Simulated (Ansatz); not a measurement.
# C2H10ClGeNSi: one species, many methods

One table from this session's results is given with a row withheld; the runs are named, their logs left out.

Computed with Ansatz 0.2.0, Gaussian basis. Level: functionals in def2-TZVPP, the program's frozen cores in correlated methods.

Levels to be run: LDA (SPW92), PBE-D4, revPBE-D4, BLYP-D4, r2SCAN-D4, B97M-V, PBE0-D4, B3LYP-D4, r2SCANh-D4, r2SCAN0-D4, HSE06-D4, BHLYP-D4, CAM-B3LYP-D4, LC-ωPBE, ωB97X-V, ωB97M-V, B2PLYP, PBE-QIDH; CCSD(T)/def2-SVP; CCSD(T)/def2-TZVPP; MP2/def2-QZVPP; extrapolation to the limit; RPA on PBE.

## Structure used throughout

An earlier PBE0-D4 in a triple-zeta def2 set relaxation fixed the geometry.

SMILES `CC[N]([GeH3])[SiH2]Cl`, 16 atoms, charge 0, spin multiplicity 1.

Atoms are counted from 1 here; the program's logs count them from 0.

Bond lengths: C1–C2 1.519 Å, C1–H7 1.093 Å, C1–H8 1.093 Å, C1–H9 1.092 Å, C2–N3 1.464 Å, C2–H10 1.096 Å, C2–H11 1.097 Å, N3–Ge4 1.851 Å, N3–Si5 1.700 Å, Ge4–H12 1.533 Å, Ge4–H13 1.540 Å, Ge4–H14 1.539 Å, Si5–Cl6 2.075 Å, Si5–H15 1.479 Å, Si5–H16 1.482 Å. Angles: C2–C1–H7 110.4°, C2–C1–H8 111.4°, C2–C1–H9 110.8°, H7–C1–H8 107.7°, H7–C1–H9 108.5°, H8–C1–H9 107.8°, C1–C2–N3 114.1°, C1–C2–H10 109.4°, C1–C2–H11 109.7°, N3–C2–H10 108.4°, N3–C2–H11 109.0°, H10–C2–H11 105.9°, C2–N3–Ge4 116.8°, C2–N3–Si5 119.5°, Ge4–N3–Si5 122.9°, N3–Ge4–H12 107.2°, N3–Ge4–H13 111.9°, N3–Ge4–H14 106.4° and more.

As a file:

```mol
C2H10ClGeNSi
  3D, bonds by distance, orders not assigned

 16 15  0  0  0  0  0  0  0  0999 V2000
   -0.6856   -1.7920   -0.3713 C   0  0
    0.4128   -1.0554    0.3751 C   0  0
    0.3595    0.4012    0.2345 N   0  0
    0.8918    1.1032   -1.3932 Ge  0  0
   -0.4062    1.3299    1.4347 Si  0  0
   -2.4785    1.2909    1.3440 Cl  0  0
   -0.5949   -2.8702   -0.2171 H   0  0
   -0.6315   -1.6036   -1.4466 H   0  0
   -1.6711   -1.4741   -0.0253 H   0  0
    0.3564   -1.3023    1.4418 H   0  0
    1.3937   -1.4106    0.0358 H   0  0
    1.0415    2.6172   -1.2068 H   0  0
   -0.1280    0.8057   -2.5078 H   0  0
    2.2316    0.4300   -1.7393 H   0  0
   -0.0179    2.7475    1.2711 H   0  0
   -0.0735    0.7823    2.7705 H   0  0
  1  2  8  0
  2  3  8  0
  3  4  8  0
  3  5  8  0
  5  6  8  0
  1  7  8  0
  1  8  8  0
  1  9  8  0
  2 10  8  0
  2 11  8  0
  4 12  8  0
  4 13  8  0
  4 14  8  0
  5 15  8  0
  5 16  8  0
M  END
```

Set-up of the first run:

The input, in.yaml:

```yaml
crystal:
  periodic: [false, false, false]
  atoms:
    - {symbol: C, position_ang: [-0.685614, -1.792012, -0.371294]}
    - {symbol: C, position_ang: [0.412791, -1.055389, 0.375134]}
    - {symbol: N, position_ang: [0.359491, 0.401239, 0.234473]}
    - {symbol: Ge, position_ang: [0.891797, 1.103228, -1.393158]}
    - {symbol: Si, position_ang: [-0.406166, 1.329938, 1.434655]}
    - {symbol: Cl, position_ang: [-2.478541, 1.290945, 1.344002]}
    - {symbol: H, position_ang: [-0.594877, -2.870197, -0.217054]}
    - {symbol: H, position_ang: [-0.631487, -1.603620, -1.446571]}
    - {symbol: H, position_ang: [-1.671064, -1.474093, -0.025349]}
    - {symbol: H, position_ang: [0.356387, -1.302256, 1.441800]}
    - {symbol: H, position_ang: [1.393667, -1.410576, 0.035786]}
    - {symbol: H, position_ang: [1.041480, 2.617238, -1.206819]}
    - {symbol: H, position_ang: [-0.128045, 0.805697, -2.507839]}
    - {symbol: H, position_ang: [2.231630, 0.430041, -1.739325]}
    - {symbol: H, position_ang: [-0.017934, 2.747521, 1.271071]}
    - {symbol: H, position_ang: [-0.073495, 0.782285, 2.770509]}
basis:
  gaussian: {orbitals: def2-TZVPP}
hamiltonian: {xc: lda}
output: {orbitals: {seedname: orbitals}}
```

Steps of the session up to this table: LDA; PBE-D4 (GGA); revPBE-D4 (GGA); BLYP-D4 (GGA); r2SCAN-D4 (meta-GGA); B97M-V (meta-GGA); PBE0-D4 (hybrid); B3LYP-D4 (hybrid); r2SCANh-D4 (hybrid); r2SCAN0-D4 (hybrid); HSE06-D4 (hybrid); BHLYP-D4 (hybrid); CAM-B3LYP-D4 (range-separated); LC-ωPBE (range-separated); ωB97X-V (range-separated); ωB97M-V (range-separated); B2PLYP (double hybrid); PBE-QIDH (double hybrid).

One of the session's tables, all rows but one given; the rest of the session is left out.

It belongs to the step «Orbital energies across the functionals». 

| functional | HOMO (eV) | gap (eV) |
| --- | --- | --- |
| LDA (SPW92) | -6.10 | 5.16 |
| PBE-D4 | -5.97 | 5.34 |
| revPBE-D4 | -5.91 | 5.43 |
| BLYP-D4 | -5.83 | 5.36 |
| r2SCAN-D4 | -6.23 | 5.91 |
| B97M-V | -6.40 | 5.91 |
| PBE0-D4 | -7.26 | 7.48 |
| B3LYP-D4 | -7.03 | 7.06 |
| r2SCANh-D4 | -6.71 | 6.69 |
| r2SCAN0-D4 | -7.44 | 7.85 |
| HSE06-D4 | -6.86 | 6.71 |
| BHLYP-D4 | -8.47 | 9.59 |
| CAM-B3LYP-D4 | ? | ? |
| LC-ωPBE | -9.94 | 12.36 |
| ωB97X-V | -9.61 | 11.86 |
| ωB97M-V | -9.52 | 11.49 |

Estimate the missing values for CAM-B3LYP-D4.

As computed: HOMO (eV): -8.60; gap (eV): 9.84. In the column «HOMO (eV)» it lies between ωB97M-V (-9.52) and BHLYP-D4 (-8.47).
